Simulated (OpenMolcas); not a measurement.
# One shape, several levels: singlet CH6AlOSi+

Wanted: a comparison of 6 runs (HF/def2-SVP, B3LYP/6-31G*, PBE/def2-SVP, r2SCAN/def2-SVP, CCSD(T)/def2-SVP) of singlet CH6AlOSi+. 

Program for the calculation: OpenMolcas 26.06.

1 further run of the same task is left out (set aside as unsound or not needed).

**1. Starting point**

CH6AlOSi+: 10 atoms, total charge +1, spin state singlet. SMILES of the parent species: `[CH3][Al][O][SiH3]`. The coordinates come from a PBE0-D4/def2-TZVP relaxation. This is one conformer, not always the lowest. That shape belongs to the parent species and isn't relaxed for this state.

Bond lengths: C1–Al2 1.967 Å, Al2–O3 1.696 Å, O3–Si4 1.625 Å, C1–H5 1.095 Å, C1–H6 1.095 Å, C1–H7 1.091 Å, Si4–H8 1.489 Å, Si4–H9 1.487 Å, Si4–H10 1.488 Å. Some angles: C1–Al2–O3 116.4°, Al2–O3–Si4 163.5°, Al2–C1–H5 108.9°, Al2–C1–H6 109.0°, Al2–C1–H7 113.2°, O3–Si4–H8 111.1°, O3–Si4–H9 110.0°, O3–Si4–H10 110.0°, H5–C1–H6 107.8°, H5–C1–H7 108.9°.

**2. A single-point energy at HF/def2-SVP (run 1)**

test.inp reads:

```
&GATEWAY
 BasLib=$CurrDir
 Coord
 10
 angstrom
 C        0.243800       1.981800      -1.341400
 Al       1.086500       0.300600      -0.766100
 O        0.194200      -0.660700       0.309100
 Si      -0.287900      -1.859400       1.294000
 H       -0.701000       1.751800      -1.844500
 H        0.014800       2.586100      -0.457700
 H        0.869800       2.566000      -2.016900
 H        0.686800      -2.984600       1.283800
 H       -1.611000      -2.377800       0.854700
 H       -0.413000      -1.355000       2.687900
 Basis=def2-SVP
 Group=NoSym

&SEWARD

&SCF
 Charge=1
 Thresholds=1e-10 1e-07 1e-07 1e-05
 PrOrbitals=1 2
```

The basis set def2-SVP is read from a file made from the Basis Set Exchange's data (not shown).

Launch:

```console
$ export MOLCAS_MEM=1860
$ pymolcas test.inp > test.log
```

Output:

```text
--- Start Module: gateway ---
[...]
--- Stop Module: gateway /rc=_RC_ALL_IS_WELL_ ---
--- Start Module: seward ---
[...]
      Basis functions           94
--- Stop Module: seward /rc=_RC_ALL_IS_WELL_ ---
[...]
--- Start Module: scf ---
[...]
       Convergence after  17 Iterations
[...]
::    Total SCF energy                               -646.6234230007
[...]
      Total spin, S                                     0.0000000000
[...]
      Total electronic charge=   46.000000
      Total            charge=    1.000000
[...]
      Dipole Moment (debye):
      Origin of the operator (angstrom)=    0.2936   -0.3428    0.0549
                   X=  4.9960E+00               Y=  3.5286E+00               Z= -4.8762E+00           Total=  7.8223E+00
      Center of Charge (angstrom)
[...]
--- Stop Module: scf /rc=_RC_ALL_IS_WELL_ ---
[...]
```

It took 11 s on 1 thread of AMD EPYC 7R43 (Zen 3), shared host; peak memory 0.52 GiB.

**3. The energy at B3LYP/6-31G(d) (spherical functions) (run 2)**

geom.xyz reads:

```xyz
10

C      0.243800     1.981800    -1.341400
Al     1.086500     0.300600    -0.766100
O      0.194200    -0.660700     0.309100
Si    -0.287900    -1.859400     1.294000
H     -0.701000     1.751800    -1.844500
H      0.014800     2.586100    -0.457700
H      0.869800     2.566000    -2.016900
H      0.686800    -2.984600     1.283800
H     -1.611000    -2.377800     0.854700
H     -0.413000    -1.355000     2.687900
```

calc.inp reads:

```
&GATEWAY
 BASLIB=$CurrDir
 COORD=geom.xyz
 BASIS=6-31Gs
 GROUP=NoSym

&SEWARD
 GRIDINPUT
 Grid=UltraFine
 End of Grid

&SCF
 CHARGE=1
 KSDFT=B3LYP
 THRESHOLDS=1e-10 1e-07 1e-07 1e-05
 PRORBITALS=1
```

The basis set 6-31G* is read from a file made from the Basis Set Exchange's data (not shown).

Launch:

```console
$ export MOLCAS_MEM=1860
$ pymolcas calc.inp > calc.log
```

Output:

```text
--- Start Module: gateway ---
[...]
--- Stop Module: gateway /rc=_RC_ALL_IS_WELL_ ---
--- Start Module: seward ---
[...]
      Basis functions           76
--- Stop Module: seward /rc=_RC_ALL_IS_WELL_ ---
[...]
--- Start Module: scf ---
[...]
       Convergence after  20 Iterations
[...]
::    Total KS-DFT energy                            -648.6450225255
[...]
      Total spin, S                                     0.0000000000
[...]
      Total electronic charge=   46.000000
      Total            charge=    1.000000
[...]
      Dipole Moment (debye):
      Origin of the operator (angstrom)=    0.2936   -0.3428    0.0549
                   X=  3.8052E+00               Y=  3.5177E+00               Z= -4.2327E+00           Total=  6.6910E+00
      Center of Charge (angstrom)
[...]
--- Stop Module: scf /rc=_RC_ALL_IS_WELL_ ---
[...]
```

Run time: 37 s. Hardware: 1 thread of AMD EPYC 7R43 (Zen 3), shared host; peak memory 0.43 GiB.

Runs 3 to 5 aren't shown in full; the table further down has their settings and results.

**4. A single-point energy at CCSD(T)/def2-SVP (run 6)**

mol.input reads:

```
* CH6AlOSi CCSD(T)
&GATEWAY
BasLib=$CurrDir
Coord
10
bohr
C      0.46071523     3.74505923    -2.53487862
Al     2.05318743     0.56805167    -1.44771918
O      0.36698481    -1.24854205     0.58411435
Si    -0.54405215    -3.51375676     2.44530561
H     -1.32469801     3.31042223    -3.48559984
H      0.02796795     4.88702073    -0.86492765
H      1.64368378     4.84903724    -3.81138862
H      1.29786390    -5.64007659     2.42603040
H     -3.04434879    -4.49339078     1.61514892
H     -0.78045689    -2.56057890     5.07939485
Basis=def2-SVP
Group=NoSym
&SEWARD
&SCF
Charge=1
Thresholds=1e-10 1e-07 1e-07 1e-05
PrOrbitals=1
&RASSCF
FileOrb=$Project.ScfOrb
Spin=1
Nactel=0 0 0
Inactive=23
Ras2=0
OutOrbitals=Canonical
OrbListing=Nothing
&MOTRA
JobIph
Frozen=12
&CCSDT
CCT
Triples=2
Iterations=80
Accuracy=1e-08
Extrapolation=5 4
```

The basis set def2-SVP is read from a file made from the Basis Set Exchange's data (not shown).

Launch:

```console
$ export MOLCAS_MEM=1860
$ pymolcas mol.input > mol.log
```

Output:

```text
--- Start Module: gateway ---
[...]
--- Stop Module: gateway /rc=_RC_ALL_IS_WELL_ ---
[...]
      Basis functions           94
[...]
       Convergence after  17 Iterations
[...]
::    Total SCF energy                               -646.6234230009
[...]
      Total spin, S                                     0.0000000000
[...]
      Number of active orbitals                  0
[...]
      Spin quantum number                      0.0
[...]
      Active orbitals                            0
[...]
      Number of CSFs                             1
[...]
      Number of root(s) required                 1
[...]
      Convergence after  4 iterations
[...]
      Natural orbitals and occupation numbers for root  1
      ************************************************************************************************************************
      *                                                    Final results                                                     *
      ************************************************************************************************************************
[...]
::    RASSCF root number  1 Total energy:   -646.62342300
[...]
      Total electronic charge=   46.000000
      Total            charge=    1.000000
[...]
      Dipole Moment (debye):
      Origin of the operator (angstrom)=    0.2936   -0.3428    0.0549
                   X=  4.9960E+00               Y=  3.5286E+00               Z= -4.8762E+00           Total=  7.8223E+00
      Center of Charge (angstrom)
[...]
--- Start Module: motra ---
[...]
      *** WARNING: Default frozen orbitals is overwritten by user input.
      *** Default values:   6
[...]
--- Stop Module: motra /rc=_RC_ALL_IS_WELL_ ---
[...]
--- Start Module: ccsdt ---
[...]
      Convergence after                    19  Iterations
      Total energy (diff) :    -647.14303689       0.00000000
[...]
 METHOD                       : CCSD+T(CCSD)+<T3(1)WT1> = CCSD(T)
[...]
       CCSD     =      -647.1430368928237
[...]
--- Stop Module: ccsdt /rc=_RC_ALL_IS_WELL_ ---
[...]
```

Wall time 56 s (1 thread of AMD EPYC 7R43 (Zen 3), shared host); peak memory 0.51 GiB.

**5. The series**

| run | level | integration grid | Cartesian functions | energy (Eh) | HOMO energy (eV) | LUMO energy (eV) | HOMO–LUMO gap (eV) | wall time |
| --- | --- | --- | --- | --- | --- | --- | --- | --- |
| 1 | HF/def2-SVP | – | no | -646.623423 | -16.00 | -6.55 | 9.45 | 11 s |
| 2 | B3LYP/6-31G* (spherical functions) | UltraFine | no | -648.645023 | -12.63 | -9.57 | 3.06 | 37 s |
| 3 | B3LYP/6-31G* (Cartesian functions) | UltraFine | yes | -648.650578 | -12.62 | -9.56 | 3.07 | 42 s |
| 4 | PBE/def2-SVP | UltraFine | no | -647.948106 | -11.59 | -10.02 | 1.57 | 37 s |
| 5 | r2SCAN/def2-SVP | UltraFine | no | -648.263429 | -11.86 | -9.93 | 1.93 | 53 s |
| 6 | CCSD(T)/def2-SVP | – | no | -647.156817 | -16.00 | -6.55 | 9.45 | 56 s |

**6. Summary of results**

| quantity | value |
| --- | --- |
| run 6: total energy | -647.15682 Eh |
| run 6: HOMO energy (Hartree–Fock orbitals) | -16.00 eV |
| run 6: LUMO energy (Hartree–Fock orbitals) | -6.55 eV |
| run 6: HOMO–LUMO gap (Hartree–Fock orbitals) | 9.45 eV |
| run 6: correlation energy (12 core orbitals frozen) | -533.4 mEh |
| run 6: (T) correction | -13.78 mEh |

**Reading.** Over runs 1, 2, 3, 4, 5 the HOMO–LUMO gap runs from 1.57 eV (PBE/def2-SVP) to 9.45 eV (HF/def2-SVP). Exact exchange widens orbital gaps. Totals of different functionals can't be ranked against each other. All runs together took 3.9 min, the longest 56 s.
